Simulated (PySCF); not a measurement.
# C9H8O3 (4-acetylbenzoic acid): the cost of one run

Programs: PySCF 2.14.0, with density-fitted response routines of our own. Each step states its level of theory. These are calculated values for one molecule, in the gas phase or a continuum, unless marked as measured. Atoms count from 0, in the outputs and in this text.

## 1. The molecule as given

20 atoms, charge 0, multiplicity 1; geometry from: GFN2-xTB. The atoms were then displaced at random by about 0.01 Å, so the start is not that level's minimum.

Bonds of the start (Å): C0–C1 1.54, C1–O2 1.21, C1–C3 1.45, C3–C4 1.42, C4–C5 1.38, C5–C6 1.40, C6–C7 1.47, C7–O8 1.22, C7–O9 1.34, C6–C10 1.38, C10–C11 1.40, C11–C3 1.41, C0–H12 1.06, C0–H13 1.09, C0–H14 1.08, C4–H15 1.10, C5–H16 1.08, O9–H17 0.97, C10–H18 1.08, C11–H19 1.05.

## 2. Optimising the geometry at PBE0-D3(BJ)/def2-SVP

The job: settings as JSON, then the geometry in Å.

```
{"job": {"xc": "PBE0", "basis": "def2-SVP", "d3": "d3bj", "grid": 1, "shake": 0.01, "kind": "geom"}, "charge": 0, "multiplicity": 1}
C      3.437680    -0.429630     0.356570
C      2.432090     0.681960    -0.001140
O      2.784410     1.789820    -0.333910
C      1.020630     0.348420     0.067710
C      0.071320     1.345050    -0.263190
C     -1.288130     1.121790    -0.214950
C     -1.743740    -0.143950     0.155630
C     -3.185900    -0.444450     0.209600
O     -3.660360    -1.515620     0.546080
O     -3.984540     0.586620    -0.106100
C     -0.857180    -1.154000     0.489330
C      0.515980    -0.911340     0.446120
H      4.401370    -0.008380     0.252040
H      3.234800    -0.738690     1.380220
H      3.287890    -1.260200    -0.320640
H      0.461990     2.333330    -0.527510
H     -1.984090     1.907460    -0.465500
H     -4.923990     0.334910    -0.054820
H     -1.237610    -2.126100     0.765380
H      1.166370    -1.701590     0.699910
```

On the command line:

```
$ OMP_NUM_THREADS=1 python probes_run.py task.json out
```

The driver reads the jobs from task.json and runs them one after another.

Q: Estimate the wall time and peak memory of this first job on 1 thread of Intel Xeon 6975P-C, shared host.

About 2.6 min, with a peak of 0.89 GiB.
